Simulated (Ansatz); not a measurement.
# Cl4FTi with multiplicity 2: two geometries relaxed

Aim: relax the geometries before and after the reaction (atom abstraction by a radical), and see whether they are two minima and how far apart in energy. Meant to form: F2–Cl6; to break: Ti1–F2. The start is a guess near the saddle point, from which both ends are pulled out.

Method: UKS PBE/def2-SVP, in Ansatz 0.2.0.

## (1) The system as given

Bond lengths: Ti1–F2 2.080 Å, Ti1–Cl3 2.370 Å, Ti1–Cl4 2.368 Å, Ti1–Cl5 2.368 Å, F2–Cl6 1.800 Å. Angles: Ti1–F2–Cl6 180.0°, F2–Ti1–Cl3 109.4°, F2–Ti1–Cl4 109.5°, F2–Ti1–Cl5 109.5°, Cl3–Ti1–Cl4 109.5°, Cl3–Ti1–Cl5 109.5°, Cl4–Ti1–Cl5 109.5°.

Coordinates:

```xyz
6

Ti    0.0000    0.0000    0.0000
F     0.0000    0.0000    2.0800
Cl    2.2349    0.0000   -0.7892
Cl   -1.1163    1.9339   -0.7892
Cl   -1.1163   -1.9339   -0.7892
Cl    0.0000    0.0000    3.8800
```

## (2) Pulling towards end A

Springs on the bonds that form and break draw the guess towards this end; the thresholds are loose.

Input file input.yaml:

```yaml
crystal:
  periodic: [false, false, false]
  atoms:
    - { symbol: Ti, position_ang: [0.0, 0.0, 0.0] }
    - { symbol: F, position_ang: [0.0, 0.0, 2.08] }
    - { symbol: Cl, position_ang: [2.2349, 0.0, -0.7892] }
    - { symbol: Cl, position_ang: [-1.1163, 1.9339, -0.7892] }
    - { symbol: Cl, position_ang: [-1.1163, -1.9339, -0.7892] }
    - { symbol: Cl, position_ang: [0.0, 0.0, 3.88] }
magnetization:
  spin_polarized: true
  initial_magnetization: 1
basis:
  gaussian: { orbitals: def2-SVP }
hamiltonian:
  xc: pbe
relax:
  f_tol: 0.15
  max_steps: 25
  restrain:
    - { distance: [1, 5], at: 2.7, k: 30.0 }
    - { distance: [0, 1], at: 1.83, k: 30.0 }
```

Launch:

```sh
> ansatz run input.yaml --threads 4 --pin off --max-ram 5120MiB --backend cpu --events-out ev --progress --plain --runs-dir out
```

The program printed, shortened:

```text
Warning: RAYON_NUM_THREADS=4 ignored (pool sized by the plan → 4); use --threads N
[...]
Functional definition: PBE
[...]
1308 factors; their error is unknown
[...]
mean field -75876.73034046 eV, -2788.4184089168 hartree, gradient 1.2e-5 eV, S^2 0.756138; 4 other end points of the search recorded, 0 dependent functions left out
[...]
reference -75876.73044353 eV, -2788.4184127046 hartree; 50, 49 occupied and 67, 68 virtual orbitals, 1308 factors
relax step   1: F+E_penalty+E_count = -75876.73034046 eV  Δ(F+E_penalty+E_count) = +0.000e0 eV  max|allowed force component| = 5.496e0 eV/Å  E_restraint = 13.08750000 eV  max|allowed force component, restraints' pulls added| = 4.000e1 eV/Å  Δτ_max = 0.0000 Å  (544 SCF iters, accepted)
[...]
relax step   4: F+E_penalty+E_count = -75879.12021001 eV  Δ(F+E_penalty+E_count) = -9.523e-2 eV  max|allowed force component| = 1.464e0 eV/Å  E_restraint = 0.01857017 eV  max|allowed force component, restraints' pulls added| = 4.089e-1 eV/Å  Δτ_max = 0.1525 Å  (67 SCF iters, accepted)
[...]
relax step   5: F+E_penalty+E_count = -75879.13220875 eV  Δ(F+E_penalty+E_count) = -1.200e-2 eV  max|allowed force component| = 1.231e0 eV/Å  E_restraint = 0.02437037 eV  max|allowed force component, restraints' pulls added| = 5.901e-2 eV/Å  Δτ_max = 0.0225 Å  (51 SCF iters, accepted)
  distance F 1 - Cl 5 = 2.6996 Å
  distance Ti 0 - F 1 = 1.7897 Å
1308 factors; their error is unknown
[...]
mean field -75879.13220875 eV, -2788.5066759483 hartree, gradient 7.5e-6 eV, S^2 0.751522; 8 other end points of the search recorded, 0 dependent functions left out
[...]
reference -75879.13230915 eV, -2788.5066796382 hartree; 50, 49 occupied and 67, 68 virtual orbitals, 1308 factors
Total energy: -75879.13230915 eV, -2788.5066796382 hartree
Atom 0 at     0.004778     0.000000    -0.095608 Å, force     0.016643    -0.000000     1.231238 eV/Å
Atom 1 at     0.022167     0.000000     1.694001 Å, force    -0.013725     0.000000    -1.139128 eV/Å
Atom 2 at     2.055450    -0.000000    -0.816293 Å, force    -0.008594    -0.000000    -0.022772 eV/Å
Atom 3 at    -1.028947     1.780902    -0.791486 Å, force     0.002922    -0.005904    -0.020586 eV/Å
Atom 4 at    -1.028947    -1.780902    -0.791486 Å, force     0.002922     0.005904    -0.020586 eV/Å
Atom 5 at    -0.022203    -0.000000     4.393271 Å, force    -0.000167    -0.000000    -0.028165 eV/Å
Dipole moment:    -0.000834     0.000000    -0.222798 e Å
```

It took 50 s on 4 threads of Arm Neoverse V2, shared host; peak memory 0.34 GiB.

Relaxation path:

```
step  energy from step 1 (eV)  largest force component (eV/Å)
   1                   0.0000                          5.4958
   2                  -1.5947                          3.6319
   3                  -2.2946                          1.0270
   4                  -2.3899                          1.4639
   5                  -2.4019                          1.2312
```

Step 1 is the start. Energies and forces in the table leave out the springs, which the log lists apart; the run stops on the force with the springs' pull added.

After: Bond lengths: Ti1–F2 1.790 Å, Ti1–Cl3 2.174 Å, Ti1–Cl4 2.174 Å, Ti1–Cl5 2.174 Å. Angles: F2–Ti1–Cl3 108.8°, F2–Ti1–Cl4 109.0°, F2–Ti1–Cl5 109.0°, Cl3–Ti1–Cl4 110.0°, Cl3–Ti1–Cl5 110.0°, Cl4–Ti1–Cl5 110.0°.

Pairs that crossed the distance rule for bonds on the way: moved apart F2–Cl6.

## (3) End point A

It starts where the restrained run ended.

Input file input.yaml:

```yaml
crystal:
  periodic: [false, false, false]
  atoms:
    - { symbol: Ti, position_ang: [0.004778, 0.0, -0.095608] }
    - { symbol: F, position_ang: [0.022167, 0.0, 1.694001] }
    - { symbol: Cl, position_ang: [2.05545, 0.0, -0.816293] }
    - { symbol: Cl, position_ang: [-1.028947, 1.780902, -0.791486] }
    - { symbol: Cl, position_ang: [-1.028947, -1.780902, -0.791486] }
    - { symbol: Cl, position_ang: [-0.022203, 0.0, 4.393271] }
magnetization:
  spin_polarized: true
  initial_magnetization: 1
basis:
  gaussian: { orbitals: def2-SVP }
hamiltonian:
  xc: pbe
relax:
  f_tol: 0.03
  max_steps: 50
```

Launch:

```sh
> ansatz run input.yaml --threads 4 --pin off --max-ram 5120MiB --backend cpu --events-out ev --progress --plain --runs-dir out
```

The program printed, shortened:

```text
Warning: RAYON_NUM_THREADS=4 ignored (pool sized by the plan → 4); use --threads N
[...]
[... 1 set-up line as earlier in the session ...]
[...]
1308 factors; their error is unknown
[...]
mean field -75879.13220875 eV, -2788.5066759485 hartree, gradient 6.7e-6 eV, S^2 0.751522; 7 other end points of the search recorded, 0 dependent functions left out
[...]
reference -75879.13230915 eV, -2788.5066796381 hartree; 50, 49 occupied and 67, 68 virtual orbitals, 1308 factors
relax step   1: F+E_penalty+E_count = -75879.13220875 eV  Δ(F+E_penalty+E_count) = +0.000e0 eV  max|allowed force component| = 1.231e0 eV/Å  Δτ_max = 0.0000 Å  (364 SCF iters, accepted)
[...]
relax step   4: F+E_penalty+E_count = -75879.16031611 eV  Δ(F+E_penalty+E_count) = +8.812e-5 eV  max|allowed force component| = 2.812e-2 eV/Å  Δτ_max = 0.0064 Å  (54 SCF iters, rejected (line search))
[...]
1308 factors; their error is unknown
[...]
mean field -75879.16048440 eV, -2788.5077150595 hartree, gradient 5.6e-6 eV, S^2 0.751524; 10 other end points of the search recorded, 0 dependent functions left out
[...]
reference -75879.16058501 eV, -2788.5077187569 hartree; 50, 49 occupied and 67, 68 virtual orbitals, 1308 factors
Total energy: -75879.16058501 eV, -2788.5077187569 hartree
Atom 0 at     0.006017     0.000000    -0.073015 Å, force     0.002623    -0.000000     0.003297 eV/Å
Atom 1 at     0.023411     0.000000     1.671073 Å, force     0.000860    -0.000000    -0.005436 eV/Å
Atom 2 at     2.054489    -0.000000    -0.807368 Å, force     0.000175    -0.000000    -0.000218 eV/Å
Atom 3 at    -1.028394     1.779887    -0.777729 Å, force    -0.001522     0.002492    -0.000702 eV/Å
Atom 4 at    -1.028394    -1.779887    -0.777729 Å, force    -0.001522    -0.002492    -0.000702 eV/Å
Atom 5 at    -0.024831     0.000000     4.357166 Å, force    -0.000615     0.000000     0.003760 eV/Å
Dipole moment:    -0.000017     0.000000    -0.159541 e Å
```

Run time: 52 s. Hardware: 4 threads of Arm Neoverse V2, shared host; peak memory 0.33 GiB.

Step by step:

```
step  energy from step 1 (eV)  largest force component (eV/Å)
   1                   0.0000                          1.2312
   2                  -0.0228                          0.5586
   3                  -0.0282                          0.0483
  4x                  -0.0281                          0.0281
   5                  -0.0283                          0.0054
```

Step 1 is the start. 1 step was tried and not accepted (4; marked x where the table lists them).

After: Bond lengths: Ti1–F2 1.744 Å, Ti1–Cl3 2.176 Å, Ti1–Cl4 2.176 Å, Ti1–Cl5 2.176 Å. Angles: F2–Ti1–Cl3 109.2°, F2–Ti1–Cl4 109.2°, F2–Ti1–Cl5 109.2°, Cl3–Ti1–Cl4 109.8°, Cl3–Ti1–Cl5 109.8°, Cl4–Ti1–Cl5 109.8°.

## (4) Pulling towards end B

Springs on the bonds that form and break draw the guess towards this end; the thresholds are loose.

Input file input.yaml:

```yaml
crystal:
  periodic: [false, false, false]
  atoms:
    - { symbol: Ti, position_ang: [0.0, 0.0, 0.0] }
    - { symbol: F, position_ang: [0.0, 0.0, 2.08] }
    - { symbol: Cl, position_ang: [2.2349, 0.0, -0.7892] }
    - { symbol: Cl, position_ang: [-1.1163, 1.9339, -0.7892] }
    - { symbol: Cl, position_ang: [-1.1163, -1.9339, -0.7892] }
    - { symbol: Cl, position_ang: [0.0, 0.0, 3.88] }
magnetization:
  spin_polarized: true
  initial_magnetization: 1
basis:
  gaussian: { orbitals: def2-SVP }
hamiltonian:
  xc: pbe
relax:
  f_tol: 0.15
  max_steps: 25
  restrain:
    - { distance: [1, 5], at: 1.5, k: 30.0 }
    - { distance: [0, 1], at: 3.03, k: 30.0 }
output:
  orbitals: {}
```

Launch:

```sh
> ansatz run input.yaml --threads 4 --pin off --max-ram 5120MiB --backend cpu --events-out ev --progress --plain --runs-dir out
```

The program printed, shortened:

```text
Warning: RAYON_NUM_THREADS=4 ignored (pool sized by the plan → 4); use --threads N
[...]
[... 1 set-up line as earlier in the session ...]
[...]
1308 factors; their error is unknown
[...]
mean field -75876.73034046 eV, -2788.4184089168 hartree, gradient 1.2e-5 eV, S^2 0.756138; 4 other end points of the search recorded, 0 dependent functions left out
[...]
reference -75876.73044353 eV, -2788.4184127046 hartree; 50, 49 occupied and 67, 68 virtual orbitals, 1308 factors
relax step   1: F+E_penalty+E_count = -75876.73034046 eV  Δ(F+E_penalty+E_count) = +0.000e0 eV  max|allowed force component| = 5.496e0 eV/Å  E_restraint = 14.88750000 eV  max|allowed force component, restraints' pulls added| = 3.200e1 eV/Å  Δτ_max = 0.0000 Å  (544 SCF iters, accepted)
[...]
  distance F 1 - Cl 5 = 1.6024 Å
  distance Ti 0 - F 1 = 3.0204 Å
1308 factors; their error is unknown
[...]
mean field -75875.91077871 eV, -2788.3882905779 hartree, gradient 2.5e-5 eV, S^2 0.755657; 8 other end points of the search recorded, 0 dependent functions left out
[...]
reference -75875.91087601 eV, -2788.3882941538 hartree; 50, 49 occupied and 67, 68 virtual orbitals, 1308 factors
Total energy: -75875.91087601 eV, -2788.3882941538 hartree
Atom 0 at     0.000565     0.000000    -0.545360 Å, force     0.000483    -0.000000     0.259202 eV/Å
Atom 1 at     0.000765    -0.000000     2.475089 Å, force     0.002882    -0.000000    -3.376536 eV/Å
Atom 2 at     2.173752     0.000000    -0.805005 Å, force     0.003563     0.000000     0.014571 eV/Å
Atom 3 at    -1.086033     1.881995    -0.804907 Å, force    -0.002016     0.003482     0.014546 eV/Å
Atom 4 at    -1.086033    -1.881995    -0.804907 Å, force    -0.002016    -0.003482     0.014546 eV/Å
Atom 5 at    -0.000717     0.000000     4.077490 Å, force    -0.002896     0.000000     3.073672 eV/Å
Dipole moment:    -0.000192     0.000000     0.263718 e Å
```

It took 47 s on 4 threads of Arm Neoverse V2, shared host; peak memory 0.34 GiB.

Relaxation path:

```
step  energy from step 1 (eV)  largest force component (eV/Å)
   1                   0.0000                          5.4958
   2                   0.4297                          4.1189
   3                   0.9381                          5.2816
   4                   0.8180                          3.3052
   5                   0.8196                          3.3765
```

Step 1 is the start. Energies and forces in the table leave out the springs, which the log lists apart; the run stops on the force with the springs' pull added.

After: Bond lengths: Ti1–Cl3 2.189 Å, Ti1–Cl4 2.189 Å, Ti1–Cl5 2.189 Å, F2–Cl6 1.602 Å. Angles: Cl3–Ti1–Cl4 118.6°, Cl3–Ti1–Cl5 118.6°, Cl4–Ti1–Cl5 118.6°.

Pairs that crossed the distance rule for bonds on the way: moved apart Ti1–F2.

## (5) Relaxing end B

It starts where the restrained run ended.

Input file input.yaml:

```yaml
crystal:
  periodic: [false, false, false]
  atoms:
    - { symbol: Ti, position_ang: [0.000565, 0.0, -0.54536] }
    - { symbol: F, position_ang: [0.000765, 0.0, 2.475089] }
    - { symbol: Cl, position_ang: [2.173752, 0.0, -0.805005] }
    - { symbol: Cl, position_ang: [-1.086033, 1.881995, -0.804907] }
    - { symbol: Cl, position_ang: [-1.086033, -1.881995, -0.804907] }
    - { symbol: Cl, position_ang: [-0.000717, 0.0, 4.07749] }
magnetization:
  spin_polarized: true
  initial_magnetization: 1
basis:
  gaussian: { orbitals: def2-SVP }
hamiltonian:
  xc: pbe
relax:
  f_tol: 0.03
  max_steps: 50
output:
  orbitals: {}
```

Launch:

```sh
> ansatz run input.yaml --threads 4 --pin off --max-ram 5120MiB --backend cpu --events-out ev --progress --plain --runs-dir out
```

The program printed, shortened:

```text
Warning: RAYON_NUM_THREADS=4 ignored (pool sized by the plan → 4); use --threads N
[...]
[... 1 set-up line as earlier in the session ...]
[...]
1308 factors; their error is unknown
[...]
mean field -75875.91077889 eV, -2788.3882905847 hartree, gradient 2.1e-5 eV, S^2 0.755657; 7 other end points of the search recorded, 0 dependent functions left out
[...]
reference -75875.91087620 eV, -2788.3882941606 hartree; 50, 49 occupied and 67, 68 virtual orbitals, 1308 factors
relax step   1: F+E_penalty+E_count = -75875.91077889 eV  Δ(F+E_penalty+E_count) = +0.000e0 eV  max|allowed force component| = 3.377e0 eV/Å  Δτ_max = 0.0000 Å  (286 SCF iters, accepted)
[...]
relax step   3: F+E_penalty+E_count = -75876.71769759 eV  Δ(F+E_penalty+E_count) = -5.708e-1 eV  max|allowed force component| = 4.034e0 eV/Å  Δτ_max = 0.1948 Å  (44 SCF iters, accepted)
[...]
1308 factors; their error is unknown
[...]
mean field -75879.16046897 eV, -2788.5077144922 hartree, gradient 1.8e-6 eV, S^2 0.751526; 10 other end points of the search recorded, 0 dependent functions left out
[...]
reference -75879.16056957 eV, -2788.5077181895 hartree; 50, 49 occupied and 67, 68 virtual orbitals, 1308 factors
Total energy: -75879.16056957 eV, -2788.5077181895 hartree
Atom 0 at     0.000628    -0.000000    -0.075744 Å, force     0.000034    -0.000000     0.002671 eV/Å
Atom 1 at     0.000773    -0.000000     1.668119 Å, force    -0.000007    -0.000000    -0.000052 eV/Å
Atom 2 at     2.056927    -0.000000    -0.788919 Å, force    -0.005046    -0.000000    -0.000170 eV/Å
Atom 3 at    -1.027598     1.780850    -0.788710 Å, force     0.002509    -0.004341    -0.000173 eV/Å
Atom 4 at    -1.027598    -1.780850    -0.788710 Å, force     0.002509     0.004341    -0.000173 eV/Å
Atom 5 at    -0.000835     0.000000     4.366365 Å, force     0.000001     0.000000    -0.002103 eV/Å
Dipole moment:     0.000030    -0.000000    -0.156622 e Å
```

It took 62 s on 4 threads of Arm Neoverse V2, shared host; peak memory 0.34 GiB.

Relaxation path:

```
step  energy from step 1 (eV)  largest force component (eV/Å)
   1                   0.0000                          3.3765
   2                  -0.2362                          3.3787
   3                  -0.8069                          4.0338
   4                  -2.0366                          5.2722
   5                  -2.6276                          5.7643
   6                  -3.1719                          0.5219
   7                  -3.2311                          0.7567
   8                  -3.2479                          0.1049
   9                  -3.2497                          0.0050
```

Step 1 is the start.

After: Bond lengths: Ti1–F2 1.744 Å, Ti1–Cl3 2.176 Å, Ti1–Cl4 2.176 Å, Ti1–Cl5 2.176 Å. Angles: F2–Ti1–Cl3 109.1°, F2–Ti1–Cl4 109.1°, F2–Ti1–Cl5 109.1°, Cl3–Ti1–Cl4 109.8°, Cl3–Ti1–Cl5 109.8°, Cl4–Ti1–Cl5 109.8°.

Pairs that crossed the distance rule for bonds on the way: came closer Ti1–F2; moved apart F2–Cl6.

## (6) Outcome

| quantity | value |
| --- | --- |
| end A | 3 moves, 0.028 eV lower |
| end B | 8 moves, 3.250 eV lower |
| largest difference between the ends | 0.03 Å |
| end B relative to end A | +0.000 eV |

In words: The two relaxations end at one structure, within 0.03 Å: no second minimum was found from this start, which doesn't rule one out.
